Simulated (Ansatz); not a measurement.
**r2SCAN0/STO-3G run of CH2FN (SMILES [H]/N=C/F)**

Aim: the electronic atomisation energy of CH2FN at r2SCAN0/STO-3G, from 5 runs. 

Program for the calculation: Ansatz 0.2.0.

65 further runs of the same task are left out: 65 set aside as unsound or not needed.

## (1) Starting point

CH2FN: 5 atoms, total charge 0, spin state singlet. As SMILES, `[H]/N=C/F`. The shape is that of a PBE0-D4/def2-TZVP optimisation.

Bond lengths: N1–C2 1.242 Å, C2–F3 1.328 Å, N1–H4 1.016 Å, C2–H5 1.092 Å. Angles: N1–C2–F3 120.0°, N1–C2–H5 129.8°, F3–C2–H5 110.2°, C2–N1–H4 110.6°.

## (2) The energy at r2SCAN0/STO-3G

run.yaml reads:

```yaml
crystal:
  periodic: [false, false, false]
  atoms:
    - {symbol: "N", position_ang: [-0.719900, -0.454400, -0.439800]}
    - {symbol: C, position_ang: [0.296500, -0.034500, 0.137300]}
    - {symbol: F, position_ang: [1.242400, -0.884800, 0.520800]}
    - {symbol: H, position_ang: [-1.343900, 0.314100, -0.667300]}
    - {symbol: H, position_ang: [0.574800, 0.986000, 0.407600]}
basis:
  gaussian: {orbitals: STO-3G}
hamiltonian: {xc: {name: r2SCAN0}}
accuracy: high
```

Started as:

```bash
$ ansatz run run.yaml --threads 1 --pin off --max-ram 2610MiB --events-out events.jsonl --progress --plain --runs-dir runs
```

Standard output:

```text
Warning: RAYON_NUM_THREADS=1 ignored (pool sized by the plan → 1); use --threads N
Functional definition: r2SCAN0
  name "r2SCAN0"
  parameter a = 0.25
  parameter k0 = 0.174
  parameter k1 = 0.065
  parameter a1 = 4.9479
  exchange = (1 - a)*r2scan_x(k0 = k0, k1 = k1, a1 = a1) + a*exact_x
  correlation = r2scan_c
298 factors; integrals over basis functions are off by at most 1.2e-8 eV
mean field evaluation 1: about -5198.2935 eV, gradient 2.8e1 eV
mean field evaluation 2: about -5195.2279 eV, gradient 4.5e1 eV
mean field evaluation 4: about -5200.6289 eV, gradient 1.2e0 eV
mean field evaluation 8: about -5200.6126 eV, gradient 3.0e-3 eV
mean field evaluation 16: about -5200.6126 eV, gradient 1.9e-8 eV
mean field -5200.61264967 eV, -191.1189897734 hartree, gradient 1.9e-8 eV, S^2 0.000000; 0 other end points of the search recorded, 0 dependent functions left out
reference -5200.61264989 eV, -191.1189897814 hartree; 12, 12 occupied and 5, 5 virtual orbitals, 298 factors
Total energy: -5200.61264989 eV, -191.1189897814 hartree
```

Run time: 1.8 s. Hardware: 1 thread of Arm Neoverse V2, shared host; peak memory 0.12 GiB.

## (3) The C atom

molecule.yaml reads:

```yaml
basis:
  gaussian:
    orbitals: STO-3G
crystal:
  periodic: [false, false, false]
  atoms:
    - symbol: C
      position_ang: [0.000000, 0.000000, 0.000000]
magnetization:
  spin_polarized: true
  initial_magnetization: 2
hamiltonian:
  xc: {name: r2SCAN0}
accuracy: high
```

Run the same way, it converges to -37.33469 Eh (log not shown).

## (4) The F atom at the same level

molecule.yaml reads:

```yaml
crystal:
  periodic: [false, false, false]
  atoms:
    - {symbol: F, position_ang: [0.000000, 0.000000, 0.000000]}
basis:
  gaussian:
    orbitals: STO-3G
total_charge: 0
accuracy: high
hamiltonian:
  xc: {name: r2SCAN0}
magnetization:
  spin_polarized: true
  initial_magnetization: 1
```

Run the same way, it converges to -98.26148 Eh (log not shown).

## (5) The H atom, same level

input.yaml reads:

```yaml
crystal:
  periodic: [false, false, false]
  atoms:
    - {symbol: H, position_ang: [0.000000, 0.000000, 0.000000]}
basis:
  gaussian:
    orbitals: STO-3G
magnetization:
  spin_polarized: true
  initial_magnetization: 1
hamiltonian:
  xc: {name: r2SCAN0}
accuracy: high
```

Run the same way, it converges to -0.46649 Eh (log not shown).

## (6) The N atom, same level

job.yaml reads:

```yaml
crystal:
  periodic: [false, false, false]
  atoms:
    - {symbol: "N", position_ang: [0.000000, 0.000000, 0.000000]}
basis:
  gaussian: {orbitals: STO-3G}
magnetization: {spin_polarized: true, initial_magnetization: 3}
hamiltonian: {xc: {name: r2SCAN0}}
accuracy: high
```

Started as:

```bash
$ ansatz run job.yaml --threads 1 --pin off --max-ram 2610MiB --events-out events.jsonl --progress --plain --runs-dir runs
```

Standard output (excerpt; [...] marks lines left out):

```text
Warning: RAYON_NUM_THREADS=1 ignored (pool sized by the plan → 1); use --threads N
[... 8 set-up lines as earlier in the session ...]
15 factors; integrals over basis functions are off by at most 1.1e-9 eV
mean field evaluation 1: about -1466.2487 eV, gradient 9.7e-11 eV
mean field evaluation 2: about -1466.2396 eV, gradient 3.6e-10 eV
mean field -1466.23964638 eV, -53.8833131514 hartree, gradient 0.0e0 eV, S^2 3.750000; 0 other end points of the search recorded, 0 dependent functions left out
reference -1466.23964652 eV, -53.8833131565 hartree; 5, 2 occupied and 0, 3 virtual orbitals, 15 factors
Total energy: -1466.23964652 eV, -53.8833131565 hartree
```

Run time: 0.5 s. Hardware: 1 thread of Arm Neoverse V2, shared host; peak memory 0.092 GiB.

## (7) Summary of results

Level: r2SCAN0/STO-3G.

| quantity | value |
| --- | --- |
| molecule: total energy | -191.11899 Eh |
| C atom: total energy | -37.33469 Eh |
| C atom: ⟨S²⟩ | 2.000 |
| F atom: total energy | -98.26148 Eh |
| F atom: ⟨S²⟩ | 0.750 |
| H atom: total energy | -0.46649 Eh |
| H atom: ⟨S²⟩ | 0.750 |
| N atom: total energy | -53.88331 Eh |
| N atom: ⟨S²⟩ | 3.750 |
| electronic atomisation energy | 19.226 eV |

What this shows: Taking the molecule apart into free atoms costs 19.23 eV (1855 kJ/mol), before zero-point energy and without spin-orbit coupling. In a minimal basis such a difference can be off by several eV, whatever the method.
